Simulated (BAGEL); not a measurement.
**SiClF2 (SMILES F[Si](F)Cl) at UHF/3-21G (density fitting with qzvpp-jkfit)**

Aim: the vertical ionisation energy of SiClF2 at UHF/3-21G (density fitting with qzvpp-jkfit), from 2 runs. 

Program for the calculation: BAGEL 1.2.2.

19 further runs of the same task are left out: 19 set aside as unsound or not needed.

**1. The structure to begin with**

SiClF2: 4 atoms, total charge 0, spin state doublet. As SMILES, `F[Si](F)Cl`. The coordinates come from a PBE0-D4/def2-TZVP relaxation.

Bond lengths: F1–Si2 1.585 Å, Si2–F3 1.585 Å, Si2–Cl4 2.036 Å. Angles: F1–Si2–F3 107.0°, F1–Si2–Cl4 108.9°, F3–Si2–Cl4 108.9°.

**2. A single-point energy at UHF/3-21G (density fitting with qzvpp-jkfit)**

Contents of hf.json:

```json
{ "bagel" : [

{
  "title" : "molecule",
  "basis" : "3-21g",
  "df_basis" : "qzvpp-jkfit",
  "angstrom" : "true",
  "geometry" : [
    { "atom" : "F", "xyz" : [       1.308200,       0.129000,       0.798000 ] },
    { "atom" : "Si", "xyz" : [       0.221200,      -0.316500,      -0.265700 ] },
    { "atom" : "F", "xyz" : [      -0.871800,      -1.157400,       0.514900 ] },
    { "atom" : "Cl", "xyz" : [      -0.657600,       1.344900,      -1.047300 ] }
  ]
},

{ "title" : "uhf", "nopen" : 1 },

{ "title" : "print", "file" : "orbitals.molden", "orbitals" : "true" }

]}
```

On the command line:

```bash
$ BAGEL_NUM_THREADS=1 BAGEL hf.json > hf.out
```

Output:

```text
* using 1 threads per process

  ===============================================================
  ===============================================================

  *** Geometry ***

  { "atom" : "F", "xyz" : [      2.472140,      0.243775,      1.508001 ] },
  { "atom" : "Si", "xyz" : [      0.418007,     -0.598098,     -0.502100 ] },
  { "atom" : "F", "xyz" : [     -1.647463,     -2.187169,      0.973020 ] },
  { "atom" : "Cl", "xyz" : [     -1.242684,      2.541493,     -1.979110 ] },

  Number of auxiliary basis functions:      410

  Since a DF basis is specified, we compute 2- and 3-index integrals:
    o Being stored without compression. Storage requirement is 0.006 GB

  Number of basis functions:       44
  Number of electrons      :       49

    * METHOD: MOLECULE                             0.12

  *** Open-shell HF ***

  === Nuclear Repulsion ===
   217.5992999081

      * DIIS with orbital gradients will be used.

  === UHF iteration (3-21g) ===
      0       -942.44669362          0.05851477           0.05
      1       -942.57097643          0.03494158           0.05
      2       -942.60183415          0.01957859           0.05
      3       -942.61486392          0.00084569           0.05
      4       -942.61515694          0.00032219           0.05
      5       -942.61519826          0.00007918           0.05
      6       -942.61520394          0.00002642           0.05
      7       -942.61520516          0.00001003           0.05
      8       -942.61520533          0.00000403           0.05
      9       -942.61520535          0.00000120           0.05
     10       -942.61520535          0.00000032           0.05
     11       -942.61520535          0.00000016           0.05
     12       -942.61520535          0.00000008           0.05
     13       -942.61520535          0.00000004           0.05
     14       -942.61520535          0.00000002           0.05
     15       -942.61520535          0.00000001           0.05
     16       -942.61520535          0.00000001           0.05
    * SCF iteration converged.

    * S^2 (UHF) is 0.7534

    * Permanent dipole moment:
           (   -0.454278,     0.655629,     0.521002) a.u.

    * METHOD: UHF                                  0.96

    * METHOD: PRINT                                0.01

  ===============================================================
```

It took 1.2 s on 1 thread of Arm Neoverse V1, shared host.

**3. The singlet cation, same level**

Contents of input.json:

```json
{ "bagel": [

{
  "title": "molecule",
  "basis": "3-21g",
  "df_basis": "qzvpp-jkfit",
  "angstrom": true,
  "geometry": [
    { "atom": "F", "xyz": [    1.308200,    0.129000,    0.798000 ] },
    { "atom": "Si", "xyz": [    0.221200,   -0.316500,   -0.265700 ] },
    { "atom": "F", "xyz": [   -0.871800,   -1.157400,    0.514900 ] },
    { "atom": "Cl", "xyz": [   -0.657600,    1.344900,   -1.047300 ] }
  ]
},
{
  "title": "hf",
  "charge": 1
},
{
  "title": "print",
  "file": "orbitals.molden",
  "orbitals": true
}

]}
```

On the command line:

```bash
$ BAGEL_NUM_THREADS=1 BAGEL input.json > input.out
```

Output:

```text
* using 1 threads per process

  ===============================================================
  ===============================================================

  *** Geometry ***

  { "atom" : "F", "xyz" : [      2.472140,      0.243775,      1.508001 ] },
  { "atom" : "Si", "xyz" : [      0.418007,     -0.598098,     -0.502100 ] },
  { "atom" : "F", "xyz" : [     -1.647463,     -2.187169,      0.973020 ] },
  { "atom" : "Cl", "xyz" : [     -1.242684,      2.541493,     -1.979110 ] },

  Number of auxiliary basis functions:      410

  Since a DF basis is specified, we compute 2- and 3-index integrals:
    o Being stored without compression. Storage requirement is 0.006 GB

  Number of basis functions:       44
  Number of electrons      :       49

    * METHOD: MOLECULE                             0.11

  *** RHF ***

  === Nuclear Repulsion ===
   217.5992999081

      * DIIS with orbital gradients will be used.

  === RHF iteration (3-21g) ===
      0       -942.02459136          0.03139734           0.03
      1       -942.17306978          0.02078553           0.03
      2       -942.23287199          0.00127802           0.02
      3       -942.23356201          0.00046825           0.02
      4       -942.23366981          0.00014802           0.02
      5       -942.23368182          0.00003392           0.02
      6       -942.23368311          0.00001401           0.02
      7       -942.23368339          0.00000441           0.02
      8       -942.23368342          0.00000081           0.02
      9       -942.23368342          0.00000040           0.02
     10       -942.23368342          0.00000018           0.02
     11       -942.23368342          0.00000006           0.02
     12       -942.23368342          0.00000002           0.02
     13       -942.23368342          0.00000001           0.02
    * SCF iteration converged.

    * Permanent dipole moment:
           (   -0.796283,     1.063583,     1.300966) a.u.

    * METHOD: HF                                   0.43

    * METHOD: PRINT                                0.01

  ===============================================================
```

It took 0.68 s on 1 thread of Arm Neoverse V1, shared host.

**4. What came out**

Level: UHF/3-21G (density fitting with qzvpp-jkfit).

```
                                          quantity          value
                      doublet SiClF2: total energy  -942.61521 Eh
                     doublet SiClF2: dipole moment         2.42 D
                              doublet SiClF2: ⟨S²⟩          0.753
                      singlet cation: total energy  -942.23368 Eh
                       singlet cation: HOMO energy      -20.58 eV
                       singlet cation: LUMO energy       -9.63 eV
                     singlet cation: HOMO–LUMO gap       10.95 eV
vertical ionisation energy (to the singlet cation)      10.382 eV
```

In words: The vertical ionisation energy comes to 10.38 eV (1002 kJ/mol). Only the singlet of the ionised species was computed; a triplet could lie lower.
